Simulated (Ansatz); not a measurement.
# C2H6FSi radical: one species, many methods

An exercise on one series of results from a longer session: the logs are not shown, and one member is left open.

The runs use Ansatz 0.2.0, Gaussian basis; functionals in def2-TZVPP, the program's frozen cores in correlated methods.

Levels to be run: LDA (SPW92), PBE-D4, revPBE-D4, BLYP-D4, r2SCAN-D4, B97M-V, PBE0-D4, B3LYP-D4, r2SCANh-D4, r2SCAN0-D4, HSE06-D4, BHLYP-D4, CAM-B3LYP-D4, LC-ωPBE, ωB97X-V, ωB97M-V, B2PLYP, PBE-QIDH; CCSD(T)/def2-SVP; CCSD(T)/def2-TZVPP; MP2/def2-QZVPP; extrapolation to the limit; RPA on PBE.

## Structure used throughout

All runs share one geometry, relaxed beforehand with PBE0-D4 in a triple-zeta def2 set.

SMILES `[CH2][SiH](C)F`, 10 atoms, charge 0, spin multiplicity 2.

Atoms are counted from 1 here; the program's logs count them from 0.

Bond lengths: C1–Si2 1.834 Å, C1–H5 1.086 Å, C1–H6 1.086 Å, Si2–C3 1.856 Å, Si2–F4 1.607 Å, Si2–H7 1.489 Å, C3–H8 1.092 Å, C3–H9 1.094 Å, C3–H10 1.092 Å. Angles: Si2–C1–H5 122.7°, Si2–C1–H6 122.6°, H5–C1–H6 114.6°, C1–Si2–C3 112.1°, C1–Si2–F4 108.2°, C1–Si2–H7 110.8°, C3–Si2–F4 109.3°, C3–Si2–H7 110.4°, F4–Si2–H7 105.8°, Si2–C3–H8 111.2°, Si2–C3–H9 110.2°, Si2–C3–H10 110.8°, H8–C3–H9 108.2°, H8–C3–H10 108.4°, H9–C3–H10 108.0°.

Coordinates:

```xyz
10
charge 0, multiplicity 2
C    -1.0996    1.2833   -0.2385
Si   -0.1307   -0.2237   -0.6303
C     0.9773   -0.7271    0.7708
F    -1.1622   -1.4146   -0.9444
H    -0.7256    2.0697    0.4105
H    -2.0760    1.4798   -0.6711
H     0.6631   -0.0343   -1.8760
H     0.4026   -0.9174    1.6800
H     1.7002    0.0655    0.9838
H     1.5341   -1.6322    0.5182
```

Set-up of the first run:

in.yaml reads:

```yaml
crystal:
  periodic: [false, false, false]
  atoms:
    - {symbol: C, position_ang: [-1.099575, 1.283330, -0.238520]}
    - {symbol: Si, position_ang: [-0.130732, -0.223676, -0.630291]}
    - {symbol: C, position_ang: [0.977251, -0.727084, 0.770802]}
    - {symbol: F, position_ang: [-1.162211, -1.414596, -0.944404]}
    - {symbol: H, position_ang: [-0.725587, 2.069673, 0.410481]}
    - {symbol: H, position_ang: [-2.075990, 1.479774, -0.671080]}
    - {symbol: H, position_ang: [0.663064, -0.034325, -1.876036]}
    - {symbol: H, position_ang: [0.402556, -0.917423, 1.680008]}
    - {symbol: H, position_ang: [1.700217, 0.065475, 0.983767]}
    - {symbol: H, position_ang: [1.534106, -1.632250, 0.518171]}
basis:
  gaussian: {orbitals: def2-TZVPP}
magnetization: {spin_polarized: true, initial_magnetization: 1}
hamiltonian: {xc: lda}
output: {orbitals: {seedname: orbitals}}
```

Steps of the session up to this table: LDA; PBE-D4 (GGA); revPBE-D4 (GGA); BLYP-D4 (GGA); r2SCAN-D4 (meta-GGA); B97M-V (meta-GGA); PBE0-D4 (hybrid); B3LYP-D4 (hybrid); r2SCANh-D4 (hybrid); r2SCAN0-D4 (hybrid); HSE06-D4 (hybrid); BHLYP-D4 (hybrid); CAM-B3LYP-D4 (range-separated); LC-ωPBE-D4 (range-separated; the results give it without D4); ωB97X-V (range-separated); ωB97M-V (range-separated); B2PLYP (double hybrid); PBE-QIDH (double hybrid).

One of the session's tables, all rows but one given; the rest of the session is left out.

It belongs to the step «Orbital energies across the functionals». 

```
  functional  HOMO (eV)  LUMO (eV)  gap (eV)
 LDA (SPW92)      -5.76      -4.28      1.48
      PBE-D4      -5.79      -3.70      2.09
   revPBE-D4      -5.75      -3.54      2.21
     BLYP-D4      -5.57      -3.71      1.86
   r2SCAN-D4      -6.26      -3.06      3.20
      B97M-V      -6.05      -3.48      2.57
     PBE0-D4      -7.17      -2.46      4.71
    B3LYP-D4      -6.83      -2.91      3.91
  r2SCANh-D4      -6.77      -2.65      4.12
  r2SCAN0-D4      -7.53      -2.04      5.49
    HSE06-D4      -6.77      -2.86      3.91
    BHLYP-D4      -8.34      -1.37      6.98
CAM-B3LYP-D4          ?          ?         ?
     LC-ωPBE     -10.05       0.08     10.13
     ωB97X-V      -9.43      -0.47      8.96
     ωB97M-V      -9.22      -0.63      8.59
```

Q: Estimate the row for CAM-B3LYP-D4 from the others.

As computed: HOMO (eV): -8.49; LUMO (eV): -1.46; gap (eV): 7.04. In the column «HOMO (eV)» it lies between ωB97M-V (-9.22) and BHLYP-D4 (-8.34).
